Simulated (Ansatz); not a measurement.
# C2H8AlFSi: a ladder of functionals and wavefunction methods

The task here is to estimate one member of a computed series from the others.

The runs use Ansatz 0.2.0, Gaussian basis; functionals in def2-TZVPP, the program's frozen cores in correlated methods.

The runs, in order: PBE-D4, r2SCAN-D4, PBE0-D4, B3LYP-D4, ωB97X-V, ωB97M-V, B2PLYP; CCSD(T)/def2-TZVPP; MP2/def2-QZVPP; extrapolation to the limit.

### The geometry

An earlier PBE0-D4 in a triple-zeta def2 set relaxation fixed the geometry.

SMILES `CC[SiH](F)[AlH2]`, 13 atoms, charge 0, spin multiplicity 1.

Atoms are counted from 1 here; the program's logs count them from 0.

Bond lengths: C1–C2 1.527 Å, C1–H6 1.093 Å, C1–H7 1.093 Å, C1–H8 1.092 Å, C2–Si3 1.875 Å, C2–H9 1.097 Å, C2–H10 1.096 Å, Si3–F4 1.618 Å, Si3–Al5 2.473 Å, Si3–H11 1.497 Å, Al5–H12 1.592 Å, Al5–H13 1.589 Å. Angles: C2–C1–H6 111.5°, C2–C1–H7 111.2°, C2–C1–H8 111.2°, H6–C1–H7 107.7°, H6–C1–H8 107.7°, H7–C1–H8 107.4°, C1–C2–Si3 113.6°, C1–C2–H9 110.7°, C1–C2–H10 110.4°, Si3–C2–H9 107.1°, Si3–C2–H10 108.8°, H9–C2–H10 105.9°, C2–Si3–F4 107.8°, C2–Si3–Al5 114.3°, C2–Si3–H11 107.6°, F4–Si3–Al5 110.4°, F4–Si3–H11 105.6°, Al5–Si3–H11 110.8° and more.

The first run:

in.yaml

```yaml
crystal:
  periodic: [false, false, false]
  atoms:
    - {symbol: C, position_ang: [-2.066098, -0.059317, 0.584265]}
    - {symbol: C, position_ang: [-0.598979, 0.360238, 0.640557]}
    - {symbol: Si, position_ang: [0.460690, -0.436847, -0.685398]}
    - {symbol: F, position_ang: [-0.179237, -0.058499, -2.122915]}
    - {symbol: Al, position_ang: [2.845097, 0.213371, -0.607626]}
    - {symbol: H, position_ang: [-2.652289, 0.427722, 1.367900]}
    - {symbol: H, position_ang: [-2.173515, -1.139347, 0.712274]}
    - {symbol: H, position_ang: [-2.515358, 0.202216, -0.376309]}
    - {symbol: H, position_ang: [-0.156735, 0.095020, 1.609178]}
    - {symbol: H, position_ang: [-0.509124, 1.449217, 0.557982]}
    - {symbol: H, position_ang: [0.310289, -1.921003, -0.554439]}
    - {symbol: H, position_ang: [3.667410, -0.054337, 0.729112]}
    - {symbol: H, position_ang: [3.588347, 0.886965, -1.839880]}
basis:
  gaussian: {orbitals: def2-TZVPP}
hamiltonian: {xc: pbe, dispersion: d4}
output: {forces: true, orbitals: {seedname: orbitals}}
```

Launch:

```sh
$ ansatz run in.yaml --threads 4 --pin off --events-out ev --progress --plain --max-ram 10444MiB
```

Among the steps run: PBE-D4 (GGA); r2SCAN-D4 (meta-GGA); PBE0-D4 (hybrid); B3LYP-D4 (hybrid); ωB97X-V (range-separated); ωB97M-V (range-separated); B2PLYP (double hybrid); CCSD(T) in def2-TZVPP; MP2 in def2-QZVPP.

One table of the session follows, with a row left open; its other results are not shown here.

It belongs to the step «Atomisation energies». 

```
            method  atomisation energy (kJ/mol)
            PBE-D4                       4524.2
         r2SCAN-D4                       4509.8
           PBE0-D4                       4485.1
          B3LYP-D4                       4496.2
           ωB97X-V                            ?
           ωB97M-V                       4507.4
            B2PLYP                       4449.7
     HF/def2-TZVPP                       3434.3
    MP2/def2-TZVPP                       4435.6
   CCSD/def2-TZVPP                       4358.4
CCSD(T)/def2-TZVPP                       4405.0
           MP2/CBS                       4543.4
       CCSD(T)/CBS                       4512.8
```

Estimate the missing values for ωB97X-V.

As computed: atomisation energy (kJ/mol): 4524.3. In the column «atomisation energy (kJ/mol)» it lies between PBE-D4 (4524.2) and MP2/CBS (4543.4).

To keep in mind: Free atoms (2 C, 1 Si, 1 F, 1 Al, 8 H) were run apart at each level; the atomisation energy is their sum less the molecule, without zero-point or spin-orbit terms.
